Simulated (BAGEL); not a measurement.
# BH3O3 (boric acid) at HF/3-21G (density fitting with qzvpp-jkfit)

Aim: the vertical singlet–triplet gap of BH3O3 (boric acid) at HF/3-21G (density fitting with qzvpp-jkfit), from 2 runs. 

Program for the calculation: BAGEL 1.2.2.

4 further runs of the same task are left out: 4 set aside as unsound or not needed. Runs told in other sessions of the task aren't counted.

## (1) The structure to begin with

The species is BH3O3 (7 atoms), meant as a singlet with charge 0. As SMILES, `OB(O)O`. The shape is that of a PBE0-D4/def2-TZVP optimisation. This is a higher conformer, about 20 kJ/mol above the lowest found by a separate search.

Bond lengths: O1–B2 1.367 Å, B2–O3 1.360 Å, B2–O4 1.376 Å, O1–H5 0.957 Å, O3–H6 0.959 Å, O4–H7 0.957 Å. Angles: O1–B2–O3 116.5°, O1–B2–O4 125.2°, O3–B2–O4 118.3°, B2–O1–H5 115.3°, B2–O3–H6 111.6°, B2–O4–H7 115.8°.

## (2) A single-point energy at HF/3-21G (density fitting with qzvpp-jkfit)

File input.json:

```json
{ "bagel": [

{
  "title": "molecule",
  "basis": "3-21g",
  "df_basis": "qzvpp-jkfit",
  "angstrom": "true",
  "geometry": [
    { "atom": "O", "xyz": [      -1.109700,       0.802600,       0.321900 ] },
    { "atom": "B", "xyz": [      -0.012200,      -0.006800,       0.228700 ] },
    { "atom": "O", "xyz": [       0.501200,      -0.469300,       1.400100 ] },
    { "atom": "O", "xyz": [       0.600700,      -0.381300,      -0.945400 ] },
    { "atom": "H", "xyz": [      -1.457400,       1.118600,      -0.511500 ] },
    { "atom": "H", "xyz": [       1.266800,      -1.028200,       1.254500 ] },
    { "atom": "H", "xyz": [       0.210500,      -0.035700,      -1.748300 ] }
  ]
},

{
  "title": "hf"
},

{
  "title": "print",
  "file": "orbitals.molden",
  "orbitals": "true"
}

]}
```

Started as:

```bash
$ BAGEL_NUM_THREADS=1 BAGEL input.json > input.out
```

What it wrote:

```text
* using 1 threads per process

  ===============================================================
  ===============================================================

  *** Geometry ***

  { "atom" : "O", "xyz" : [     -2.097029,      1.516694,      0.608303 ] },
  { "atom" : "B", "xyz" : [     -0.023055,     -0.012850,      0.432180 ] },
  { "atom" : "O", "xyz" : [      0.947131,     -0.886848,      2.645806 ] },
  { "atom" : "O", "xyz" : [      1.135158,     -0.720553,     -1.786547 ] },
  { "atom" : "H", "xyz" : [     -2.754087,      2.113848,     -0.966595 ] },
  { "atom" : "H", "xyz" : [      2.393905,     -1.943016,      2.370661 ] },
  { "atom" : "H", "xyz" : [      0.397787,     -0.067463,     -3.303808 ] },

  Number of auxiliary basis functions:      360

  Since a DF basis is specified, we compute 2- and 3-index integrals:
    o Being stored without compression. Storage requirement is 0.005 GB

  Number of basis functions:       42
  Number of electrons      :       32

    * METHOD: MOLECULE                             0.18

  *** RHF ***

  === Nuclear Repulsion ===
   116.2296344745

      * DIIS with orbital gradients will be used.

  === RHF iteration (3-21g) ===
      0       -249.58683190          0.04149610           0.03
      1       -249.74664860          0.02134447           0.03
      2       -249.79314869          0.00157856           0.03
      3       -249.79371422          0.00031184           0.03
      4       -249.79373086          0.00012581           0.03
      5       -249.79373378          0.00001828           0.03
      6       -249.79373387          0.00000357           0.03
      7       -249.79373388          0.00000119           0.03
      8       -249.79373388          0.00000045           0.03
      9       -249.79373388          0.00000012           0.03
     10       -249.79373388          0.00000003           0.03
     11       -249.79373388          0.00000001           0.03
     12       -249.79373388          0.00000000           0.03
    * SCF iteration converged.

    * Permanent dipole moment:
           (   -0.008518,    -0.100712,     1.547724) a.u.

    * METHOD: HF                                   0.47

    * METHOD: PRINT                                0.01

  ===============================================================
```

Run time: 1 s. Hardware: 1 thread of Intel Xeon Platinum 8259CL at 2.50GHz (Skylake/Cascade Lake), shared host; peak memory 0.08 GiB.

## (3) The triplet at the same level

File hf.json:

```json
{ "bagel" : [

{
  "title" : "molecule",
  "basis" : "3-21g",
  "df_basis" : "qzvpp-jkfit",
  "angstrom" : true,
  "geometry" : [
    { "atom" : "O", "xyz" : [      -1.109700,       0.802600,       0.321900 ] },
    { "atom" : "B", "xyz" : [      -0.012200,      -0.006800,       0.228700 ] },
    { "atom" : "O", "xyz" : [       0.501200,      -0.469300,       1.400100 ] },
    { "atom" : "O", "xyz" : [       0.600700,      -0.381300,      -0.945400 ] },
    { "atom" : "H", "xyz" : [      -1.457400,       1.118600,      -0.511500 ] },
    { "atom" : "H", "xyz" : [       1.266800,      -1.028200,       1.254500 ] },
    { "atom" : "H", "xyz" : [       0.210500,      -0.035700,      -1.748300 ] }
  ]
},

{ "title" : "uhf", "nopen" : 2 },

{ "title" : "print", "file" : "orbitals.molden", "orbitals" : true }

]}
```

Started as:

```bash
$ BAGEL_NUM_THREADS=1 BAGEL hf.json > hf.out
```

What it wrote:

```text
* using 1 threads per process

  ===============================================================
  ===============================================================

  *** Geometry ***

  { "atom" : "O", "xyz" : [     -2.097029,      1.516694,      0.608303 ] },
  { "atom" : "B", "xyz" : [     -0.023055,     -0.012850,      0.432180 ] },
  { "atom" : "O", "xyz" : [      0.947131,     -0.886848,      2.645806 ] },
  { "atom" : "O", "xyz" : [      1.135158,     -0.720553,     -1.786547 ] },
  { "atom" : "H", "xyz" : [     -2.754087,      2.113848,     -0.966595 ] },
  { "atom" : "H", "xyz" : [      2.393905,     -1.943016,      2.370661 ] },
  { "atom" : "H", "xyz" : [      0.397787,     -0.067463,     -3.303808 ] },

  Number of auxiliary basis functions:      360

  Since a DF basis is specified, we compute 2- and 3-index integrals:
    o Being stored without compression. Storage requirement is 0.005 GB

  Number of basis functions:       42
  Number of electrons      :       32

    * METHOD: MOLECULE                             0.12

  *** Open-shell HF ***

  === Nuclear Repulsion ===
   116.2296344745

      * DIIS with orbital gradients will be used.

  === UHF iteration (3-21g) ===
      0       -249.24374276          0.06391289           0.04
      1       -249.36963470          0.03583436           0.04
      2       -249.40412721          0.02322925           0.04
      3       -249.42434580          0.00474619           0.04
      4       -249.43293838          0.00421244           0.04
      5       -249.44383168          0.00391830           0.04
      6       -249.45567268          0.00302301           0.04
      7       -249.46330304          0.00238718           0.04
      8       -249.46356166          0.00063214           0.04
      9       -249.46385317          0.00077597           0.04
     10       -249.46420064          0.00048562           0.04
     11       -249.46426049          0.00015317           0.04
     12       -249.46427192          0.00004395           0.04
     13       -249.46427426          0.00001241           0.04
     14       -249.46427457          0.00000570           0.04
     15       -249.46427467          0.00000379           0.04
     16       -249.46427473          0.00000187           0.05
     17       -249.46427474          0.00000067           0.04
     18       -249.46427474          0.00000031           0.04
     19       -249.46427474          0.00000018           0.04
     20       -249.46427474          0.00000011           0.04
     21       -249.46427474          0.00000007           0.04
     22       -249.46427474          0.00000006           0.04
     23       -249.46427474          0.00000005           0.04
     24       -249.46427474          0.00000004           0.04
     25       -249.46427474          0.00000003           0.04
     26       -249.46427474          0.00000001           0.04
     27       -249.46427474          0.00000001           0.04
    * SCF iteration converged.

    * S^2 (UHF) is 2.0045

    * Permanent dipole moment:
           (    1.197109,    -0.995160,     1.524825) a.u.

    * METHOD: UHF                                  1.23

    * METHOD: PRINT                                0.00

  ===============================================================
```

It took 1.6 s on 1 thread of Intel Xeon Platinum 8259CL at 2.50GHz (Skylake/Cascade Lake), shared host; peak memory 0.08 GiB.

## (4) Summary of results

At HF/3-21G (density fitting with qzvpp-jkfit):

| quantity | value |
| --- | --- |
| singlet: total energy | -249.79373 Eh |
| singlet: dipole moment | 3.94 D |
| singlet: HOMO energy | -13.04 eV |
| singlet: LUMO energy | 5.95 eV |
| singlet: HOMO–LUMO gap | 18.98 eV |
| triplet: total energy | -249.46427 Eh |
| triplet: dipole moment | 5.54 D |
| triplet: ⟨S²⟩ | 2.005 |
| vertical energy of the triplet above the singlet | 8.965 eV |

**Reading.** At this shape the triplet lies 8.97 eV (207 kcal/mol) above the singlet.
